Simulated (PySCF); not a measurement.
# RhBr2: one geometry, several methods

How much do the numbers for RhBr2 (broken-symmetry (Ms = 1/2)) hang on the method? All levels run at one geometry, the PBE0 minimum.

Program: PySCF 2.14.0. Level of theory: several methods, basis Rh def2-SVP with ECP28, Br def2-SVP, scalar-relativistic core potentials, no spin–orbit coupling, density fitting. These are calculated values, not measurements.

## 1. Where the work starts

3 atoms, charge 0, spin multiplicity 2.

Bond lengths: Rh1–Br2 2.338 Å, Rh1–Br3 2.338 Å. Angles: Br2–Rh1–Br3 180.0°.

```xyz
3
charge 0 multiplicity 2
Rh    0.0000    0.0000    0.0000
Br    0.0000    0.0000    2.3385
Br    0.0000    0.0000   -2.3385
```

## 2. PBE0

One driver script runs all steps and calls PySCF; scf.py shows the equivalent input of each level. Each SCF starts from the density of the minimum. The driver also runs the species with one electron less or more at the same geometry (one less: multiplicity 3, one more: multiplicity 3); their logs are not shown.

File scf.py:

```python
from pyscf import gto, scf, dft
mol = gto.M(atom='''
Rh     0.000000    -0.000000     0.000000
Br     0.000000    -0.000000     2.338490
Br    -0.000000     0.000000    -2.338490''',
    basis={'Rh': 'def2-SVP', 'Br': 'def2-SVP'},
    ecp={'Rh': 'def2-SVP'},
    charge=0, spin=1)
mf = dft.UKS(mol, xc='PBE0')
mf.grids.atom_grid = (99, 590)
aux = {'Rh': 'def2-universal-JKFIT', 'Br': 'def2-universal-JKFIT'}
mf = mf.density_fit(auxbasis=aux)
mf.kernel()
```

What it wrote:

```text
init E= -5257.65094346692
[... the frontier-level lines of each cycle are left out ...]
cycle= 1 E= -5257.65094346714  delta_E= -2.19e-10  |g|= 3.44e-06  |ddm|= 2.66e-05
Extra cycle  E= -5257.65094346714  delta_E= 1.82e-12  |g|= 6.9e-06  |ddm|= 1.56e-05
converged SCF energy = -5257.65094346714  <S^2> = 1.7598609  2S+1 = 2.8353913
```

This level, with the species of one electron less or more, took 13 s on 4 threads, shared host.

* energy: -5257.650943 Eh
* one electron less (charge +1): -5257.288974 Eh (triplet, ⟨S²⟩ 2.01)
* one electron more (charge -1): -5257.779503 Eh (triplet, ⟨S²⟩ 2.01)
* Mulliken charge of Rh1: +0.21 e

## 3. HF

Changes to scf.py since step 2:

```diff
@@ -9,2 +9 @@
-mf = dft.UKS(mol, xc='PBE0')
-mf.grids.atom_grid = (99, 590)
+mf = scf.UHF(mol)
```

What it wrote:

```text
init E= -5253.92312379548
[... the frontier-level lines of each cycle are left out ...]
cycle= 1 E= -5253.95997889092  delta_E= -0.0369  |g|= 0.115  |ddm|= 0.356
cycle= 2 E= -5253.96849249048  delta_E= -0.00851  |g|= 0.0637  |ddm|= 0.21
cycle= 3 E= -5253.97179554661  delta_E= -0.0033  |g|= 0.0315  |ddm|= 0.0876
cycle= 4 E= -5253.97355139576  delta_E= -0.00176  |g|= 0.00842  |ddm|= 0.0954
cycle= 5 E= -5253.97374408753  delta_E= -0.000193  |g|= 0.00495  |ddm|= 0.0241
cycle= 6 E= -5253.97382669899  delta_E= -8.26e-05  |g|= 0.00175  |ddm|= 0.0227
cycle= 7 E= -5253.97383751637  delta_E= -1.08e-05  |g|= 0.00072  |ddm|= 0.00899
cycle= 8 E= -5253.9738389699  delta_E= -1.45e-06  |g|= 0.000276  |ddm|= 0.00271
cycle= 9 E= -5253.97383928949  delta_E= -3.2e-07  |g|= 8.2e-05  |ddm|= 0.00157
cycle= 10 E= -5253.97383931506  delta_E= -2.56e-08  |g|= 4.12e-05  |ddm|= 0.000473
cycle= 11 E= -5253.9738393204  delta_E= -5.35e-09  |g|= 3.54e-05  |ddm|= 0.000127
cycle= 12 E= -5253.97383932277  delta_E= -2.36e-09  |g|= 3.6e-05  |ddm|= 4.81e-05
cycle= 13 E= -5253.97383930201  delta_E= 2.08e-08  |g|= 2.89e-05  |ddm|= 0.000462
cycle= 14 E= -5253.97383926925  delta_E= 3.28e-08  |g|= 7.68e-06  |ddm|= 0.00138
cycle= 15 E= -5253.97383926793  delta_E= 1.32e-09  |g|= 2.43e-06  |ddm|= 0.000325
cycle= 16 E= -5253.97383926793  delta_E=    0  |g|= 1.45e-06  |ddm|= 2.07e-05
Extra cycle  E= -5253.97383926794  delta_E= -1.82e-11  |g|= 1.36e-06  |ddm|= 3.31e-06
converged SCF energy = -5253.97383926794  <S^2> = 1.776736  2S+1 = 2.8472696
```

This level, with the species of one electron less or more, took 7.3 s.

```
energy                        : -5253.973839 Eh
one electron less (charge +1) : -5253.574163 Eh (triplet, ⟨S²⟩ 2.12)
one electron more (charge -1) : -5254.099179 Eh (triplet, ⟨S²⟩ 2.01)
Mulliken charge of Rh1        : +0.61 e
```

## 4. MP2

Changes to scf.py since step 3:

```diff
@@ -12,0 +13,2 @@
+from pyscf.mp import dfump2
+dfump2.DFUMP2(mf, frozen=18).kernel()  # the driver gives MP2 a fitting basis of its own (RI)
```

What it wrote:

```text
init E= -5253.92312379548
[... the frontier-level lines of each cycle are left out ...]
cycle= 1 E= -5253.95997889092  delta_E= -0.0369  |g|= 0.115  |ddm|= 0.356
cycle= 2 E= -5253.96849249048  delta_E= -0.00851  |g|= 0.0637  |ddm|= 0.21
cycle= 3 E= -5253.97179554662  delta_E= -0.0033  |g|= 0.0315  |ddm|= 0.0876
cycle= 4 E= -5253.97355139576  delta_E= -0.00176  |g|= 0.00842  |ddm|= 0.0954
cycle= 5 E= -5253.97374408753  delta_E= -0.000193  |g|= 0.00495  |ddm|= 0.0241
cycle= 6 E= -5253.97382669899  delta_E= -8.26e-05  |g|= 0.00175  |ddm|= 0.0227
cycle= 7 E= -5253.97383751636  delta_E= -1.08e-05  |g|= 0.00072  |ddm|= 0.00899
cycle= 8 E= -5253.9738389699  delta_E= -1.45e-06  |g|= 0.000276  |ddm|= 0.00271
cycle= 9 E= -5253.97383928949  delta_E= -3.2e-07  |g|= 8.2e-05  |ddm|= 0.00157
cycle= 10 E= -5253.97383931506  delta_E= -2.56e-08  |g|= 4.12e-05  |ddm|= 0.000473
cycle= 11 E= -5253.9738393204  delta_E= -5.34e-09  |g|= 3.54e-05  |ddm|= 0.000127
cycle= 12 E= -5253.97383932277  delta_E= -2.37e-09  |g|= 3.6e-05  |ddm|= 4.81e-05
cycle= 13 E= -5253.97383930201  delta_E= 2.08e-08  |g|= 2.89e-05  |ddm|= 0.000462
cycle= 14 E= -5253.97383926925  delta_E= 3.28e-08  |g|= 7.68e-06  |ddm|= 0.00138
cycle= 15 E= -5253.97383926793  delta_E= 1.32e-09  |g|= 2.43e-06  |ddm|= 0.000325
cycle= 16 E= -5253.97383926793  delta_E= 9.09e-13  |g|= 1.45e-06  |ddm|= 2.07e-05
Extra cycle  E= -5253.97383926795  delta_E= -1.91e-11  |g|= 1.36e-06  |ddm|= 3.31e-06
converged SCF energy = -5253.97383926795  <S^2> = 1.776736  2S+1 = 2.8472696
```

This level, with the species of one electron less or more, took 8.3 s.

```
energy                                                              : -5254.728168 Eh
one electron less (charge +1)                                       : -5254.379440 Eh (triplet, ⟨S²⟩ 2.12)
one electron more (charge -1)                                       : -5254.876068 Eh (triplet, ⟨S²⟩ 2.01)
MP2 correlation in its own fitting basis (same spin, opposite spin) : -0.75433 Eh (-0.25394, -0.50038)
```

## 5. PBE

Changes to scf.py since step 4:

```diff
@@ -9 +9,2 @@
-mf = scf.UHF(mol)
+mf = dft.UKS(mol, xc='PBE')
+mf.grids.atom_grid = (99, 590)
@@ -13,2 +13,0 @@
-from pyscf.mp import dfump2
-dfump2.DFUMP2(mf, frozen=18).kernel()  # the driver gives MP2 a fitting basis of its own (RI)
```

What it wrote:

```text
init E= -5257.51114901326
[... the frontier-level lines of each cycle are left out ...]
cycle= 1 E= -5257.50256297377  delta_E= 0.00859  |g|= 0.167  |ddm|= 0.304
cycle= 2 E= -5257.15898771975  delta_E= 0.344  |g|= 0.751  |ddm|= 1.45
cycle= 3 E= -5257.5165283985  delta_E= -0.358  |g|= 0.0462  |ddm|= 1.37
cycle= 4 E= -5257.51709180051  delta_E= -0.000563  |g|= 0.0159  |ddm|= 0.0579
cycle= 5 E= -5257.51714272699  delta_E= -5.09e-05  |g|= 0.00783  |ddm|= 0.0226
cycle= 6 E= -5257.51717668514  delta_E= -3.4e-05  |g|= 0.00112  |ddm|= 0.00894
cycle= 7 E= -5257.51717747217  delta_E= -7.87e-07  |g|= 0.000237  |ddm|= 0.00176
cycle= 8 E= -5257.51717751371  delta_E= -4.15e-08  |g|= 5.79e-05  |ddm|= 0.000457
cycle= 9 E= -5257.51717751411  delta_E= -3.93e-10  |g|= 5.89e-05  |ddm|= 0.000215
cycle= 10 E= -5257.51717751758  delta_E= -3.48e-09  |g|= 1.2e-05  |ddm|= 0.000145
cycle= 11 E= -5257.51717751912  delta_E= -1.53e-09  |g|= 7.72e-06  |ddm|= 0.00034
cycle= 12 E= -5257.51717752  delta_E= -8.79e-10  |g|= 3.43e-06  |ddm|= 0.000473
Extra cycle  E= -5257.5171775198  delta_E= 2e-10  |g|= 1.89e-05  |ddm|= 2.58e-05
converged SCF energy = -5257.5171775198  <S^2> = 1.7535713  2S+1 = 2.8309513
```

This level, with the species of one electron less or more, took 1.8 min.

| Property | Result |
| --- | --- |
| energy | -5257.517178 Eh |
| one electron less (charge +1) | -5257.173912 Eh (triplet, ⟨S²⟩ 2.00) |
| Mulliken charge of Rh1 | +0.07 e |

## 6. The ladder

| level | atomisation energy (kJ/mol) | vertical ionisation energy (eV) | vertical electron affinity (eV) | −ε(HOMO) (eV) | gap (eV) | wall time |
| --- | --- | --- | --- | --- | --- | --- |
| PBE0 | 532 | 9.85 | 3.50 | 8.09 | 3.09 | 13 s |
| HF | 243 | 10.88 | 3.41 | 11.20 | 9.82 | 7.3 s |
| MP2 | – | 9.49 | 4.02 | – | – | 8.3 s |
| PBE | 607 | 9.34 | – | 6.14 | 0.29 | 1.8 min |

Times are for 4 threads, shared host; PBE0 starts from its own converged density, so its time is not comparable. A dash stands where a species or a free atom was not run at that level, or the quantity is not defined.

Atomisation goes to high-spin atoms in their ground configurations, run at the same level, without zero-point energy.

## 7. What came out

| quantity | value |
| --- | --- |
| atomisation energy, range | 243 (HF) to 607 (PBE) kJ/mol |
| vertical ionisation energy, range | 9.34 (PBE) to 10.88 (HF) eV |
| vertical electron affinity, range | 3.41 (HF) to 4.02 (MP2) eV |
| orbital gap, range | 0.29 (PBE) to 9.82 (HF) eV |

**Reading.** The atomisation energy spreads over 364 kJ/mol, from HF to PBE; without a CCSD(T) value for it there is no yardstick here. Spin contamination is strong in at least one of the open-shell species at PBE0, HF, MP2, PBE. Without diffuse functions electron affinities tend to come out too low. The determinant is spin-contaminated (⟨S²⟩ = 1.76, pure value 0.75). Open d and f shells are described by one determinant, and the ground state may have another occupation or spin.
